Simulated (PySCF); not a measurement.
# Ce(OH)3: other functionals and bases at one geometry

An exercise on one series of results from a longer session: the logs are not shown, and one member is left open.

Method: several levels, as the steps say, no spin–orbit coupling; program: PySCF 2.14.0.

1 further run of the same task is left out (for a known fault of the program).

## The starting structure

7 atoms, charge 0, spin multiplicity 1.

Bond lengths: Ce1–O2 2.148 Å, Ce1–O4 2.148 Å, Ce1–O6 2.148 Å, O2–H3 0.957 Å, O4–H5 0.957 Å, O6–H7 0.957 Å. Angles: O2–Ce1–O4 116.3°, O2–Ce1–O6 116.3°, O4–Ce1–O6 116.3°, Ce1–O2–H3 171.8°, Ce1–O4–H5 171.8°, Ce1–O6–H7 171.8°.

Coordinates:

```
Ce    0.00000    0.00000   -0.35038
O     2.10717   -0.00002    0.06762
H     3.01003   -0.00003    0.38623
O    -1.05357    1.82487    0.06762
H    -1.50499    2.60677    0.38623
O    -1.05360   -1.82485    0.06762
H    -1.50504   -2.60674    0.38623
```

Formal oxidation states: Ce +3. Each metal's 1 4f electrons lie in its core potential, so multiplicities, spins and levels count the valence alone. An earlier session relaxed this geometry at PBE0, Ce lcecp-1-SVP with ECP47, O def2-SVP, H def2-SVP (singlet, point group C3v).

At PBE0 on the finer grid: E = -259.465560 Eh, HOMO -7.44 eV, LUMO -1.23 eV, Mulliken charge on Ce1 +1.17 e, largest force component 0.004 eV/Å. 

Levels to run: wB97X; BLYP; PBE0, TZVP. Hardware: 2 threads of Intel Xeon 6975P-C (Granite Rapids), shared host.

The first run:

Contents of run.py (the lines that set the calculation):

```python
mol = gto.M(atom='''
Ce     0.00000     0.00000    -0.35038
O      2.10717    -0.00002     0.06762
H      3.01003    -0.00003     0.38623
O     -1.05357     1.82487     0.06762
H     -1.50499     2.60677     0.38623
O     -1.05360    -1.82485     0.06762
H     -1.50504    -2.60674     0.38623''',
    basis={'Ce': 'lcecp-1-SVP', 'O': 'def2-SVP', 'H': 'def2-SVP'},
    ecp={'Ce': 'lcecp-1-SVP'},
    charge=0, spin=0)
mf = dft.RKS(mol, xc='WB97X')
mf.grids.atom_grid = (75, 302)  # f atoms: unpruned, at least (60, 302)
mf = mf.density_fit()  # fitting sets: Ce AutoAux, O def2-universal-JKFIT, H def2-universal-JKFIT
mf.conv_tol = 1e-08; mf.max_cycle = 55
mf.kernel(dm0)  # dm0: the density of the relaxed state
```

On the command line:

```sh
$ OMP_NUM_THREADS=2 python run.py
```

Among the steps run: wB97X; BLYP; PBE0, TZVP.

One of the session's tables, all rows but one given; the rest of the session is left out.

```
              level  HOMO (eV)  gap (eV)  charge on Ce1 (e)  dipole (D)  largest force component (eV/Å)
PBE0 (relaxed here)      -7.44      6.21               1.17        1.49                            0.00
              wB97X          ?         ?                  ?           ?                               ?
               BLYP      -5.65      3.77               0.92        1.33                            0.65
         PBE0, TZVP      -7.74      6.47               1.64        1.69                            0.25
```

Estimate the missing values for wB97X.

**Answer.** HOMO (eV): -9.90; gap (eV): 10.36; charge on Ce1 (e): 1.19; dipole (D): 1.60; largest force component (eV/Å): 0.25. In the column «HOMO (eV)» it is the lowest.

In one basis the HOMO–LUMO gap runs from 3.77 eV (BLYP) to 10.36 eV (wB97X). The largest leftover force, 0.65 eV/Å with BLYP, stands at a geometry relaxed at another level. With 4f in the core, its levels are missing from HOMO and gap, and its count is fixed, so no charge can pass from the ligands into it. Total energies of different levels can't be compared.
